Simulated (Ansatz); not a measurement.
# C₃H₆OSi: a ladder of functionals and wavefunction methods

How much do the methods differ for C₃H₆OSi? The plan is to run it at one geometry with functionals of several rungs and with coupled cluster, and see how far each lands from CCSD(T) at the basis-set limit for the atomisation energy.

Method: functionals in def2-TZVPP, the program's frozen cores in correlated methods; program: Ansatz 0.2.0, Gaussian basis.

Levels to be run: LDA (SPW92), PBE-D4, revPBE-D4, BLYP-D4, r2SCAN-D4, B97M-V, PBE0-D4, B3LYP-D4, r2SCANh-D4, r2SCAN0-D4, HSE06-D4, BHLYP-D4, CAM-B3LYP-D4, LC-ωPBE, ωB97X-V, ωB97M-V, B2PLYP, PBE-QIDH; CCSD(T)/def2-SVP; CCSD(T)/def2-TZVPP; MP2/def2-QZVPP; extrapolation to the limit; RPA on PBE.

**1. The relaxed structure**

An earlier PBE0-D4 in a triple-zeta def2 set relaxation fixed the geometry.

SMILES `C=C1OC[SiH2]1`, 11 atoms, charge 0, spin multiplicity 1.

Atoms are counted from 1 here; the program's logs count them from 0.

Bond lengths: C1–C2 1.325 Å, C1–H6 1.085 Å, C1–H7 1.081 Å, C2–O3 1.385 Å, C2–Si5 1.874 Å, O3–C4 1.451 Å, C4–Si5 1.900 Å, C4–H8 1.092 Å, C4–H9 1.092 Å, Si5–H10 1.486 Å, Si5–H11 1.486 Å. Angles: C2–C1–H6 121.7°, C2–C1–H7 119.8°, H6–C1–H7 118.5°, C1–C2–O3 123.9°, C1–C2–Si5 142.8°, O3–C2–Si5 93.3°, C2–O3–C4 103.9°, O3–C4–Si5 90.2°, O3–C4–H8 110.0°, O3–C4–H9 110.1°, Si5–C4–H8 117.7°, Si5–C4–H9 117.8°, H8–C4–H9 109.3°, C2–Si5–C4 72.6°, C2–Si5–H10 118.1°, C2–Si5–H11 118.0°, C4–Si5–H10 117.8°, C4–Si5–H11 117.7° and more.

**2. LDA**

This LDA is Slater exchange with PW92 correlation.

in.yaml

```yaml
crystal:
  periodic: [false, false, false]
  atoms:
    - {symbol: C, position_ang: [-1.244577, -0.860062, -1.404555]}
    - {symbol: C, position_ang: [-0.474427, -0.354185, -0.452028]}
    - {symbol: O, position_ang: [-0.548384, -0.726587, 0.879469]}
    - {symbol: C, position_ang: [0.467580, 0.083706, 1.525216]}
    - {symbol: Si, position_ang: [0.907259, 0.873440, -0.145614]}
    - {symbol: H, position_ang: [-1.995622, -1.612734, -1.190906]}
    - {symbol: H, position_ang: [-1.129578, -0.520272, -2.424571]}
    - {symbol: H, position_ang: [0.010488, 0.722234, 2.284184]}
    - {symbol: H, position_ang: [1.214734, -0.558266, 1.996656]}
    - {symbol: H, position_ang: [0.612336, 2.318632, -0.327530]}
    - {symbol: H, position_ang: [2.245491, 0.576895, -0.719921]}
basis:
  gaussian: {orbitals: def2-TZVPP}
hamiltonian: {xc: lda}
output: {orbitals: {seedname: orbitals}}
```

The run is started by

```bash
> ansatz run in.yaml --threads 4 --pin off --events-out ev --progress --plain --max-ram 10444MiB
```

Further steps of the session: PBE-D4 (GGA); revPBE-D4 (GGA); BLYP-D4 (GGA); r2SCAN-D4 (meta-GGA); B97M-V (meta-GGA); PBE0-D4 (hybrid); B3LYP-D4 (hybrid); r2SCANh-D4 (hybrid); r2SCAN0-D4 (hybrid); HSE06-D4 (hybrid); BHLYP-D4 (hybrid); CAM-B3LYP-D4 (range-separated); LC-ωPBE (range-separated); ωB97X-V (range-separated); ωB97M-V (range-separated); B2PLYP (double hybrid); PBE-QIDH (double hybrid); CCSD(T) in def2-SVP; CCSD(T) in def2-TZVPP; MP2 in def2-QZVPP; RPA on PBE orbitals.

Before running them: what should the planned runs give, taken together? Wanted: atomisation energy, CCSD(T)/CBS; farthest beyond LDA; mean size of error, GGA; mean size of error, meta-GGA; mean size of error, hybrid; mean size of error, range-separated; mean size of error, double hybrid; gap, smallest and largest; T1 diagnostic.

As calculated:

```
                               quantity                                                                                  value
        atomisation energy, CCSD(T)/CBS                                                                          4262.0 kJ/mol
 functionals within 21.3 kJ/mol (0.5 %)  revPBE-D4, BLYP-D4, B97M-V, B3LYP-D4, r2SCANh-D4, LC-ωPBE, ωB97X-V, ωB97M-V, PBE-QIDH
                    farthest beyond LDA                                                               BHLYP-D4 (-134.3 kJ/mol)
                mean size of error, GGA                                                                            46.6 kJ/mol
           mean size of error, meta-GGA                                                                            20.5 kJ/mol
             mean size of error, hybrid                                                                            43.3 kJ/mol
    mean size of error, range-separated                                                                            16.4 kJ/mol
      mean size of error, double hybrid                                                                            28.0 kJ/mol
              gap, smallest and largest                                              4.28 eV (LDA (SPW92)), 11.09 eV (LC-ωPBE)
                          T1 diagnostic                                                                                 0.0138
triples share of the correlation energy                                                                                  4.3 %
```

LDA overbinds by 666.6 kJ/mol (16 %). PBE-D4 misses by +119.9 kJ/mol. Double hybrids carry the basis error of their MP2 part in triple zeta, and no dispersion term here, so their miss is partly the set-up's. The rungs range-separated, meta-GGA miss on average by less than the doubt on the reference (21.3 kJ/mol), so they tie. Misses under about 21.3 kJ/mol are within the doubt on the reference itself, which lacks core-valence correlation, relativity and higher excitations. Hartree-Fock recovers 72 % of the binding; the rest is correlation. CCSD(T) in def2-SVP is off by -226.3 kJ/mol, so the small basis spoils what the method gains. The gap grows from 4.3 to 11.1 eV across the functionals, mostly with the share of exact exchange.
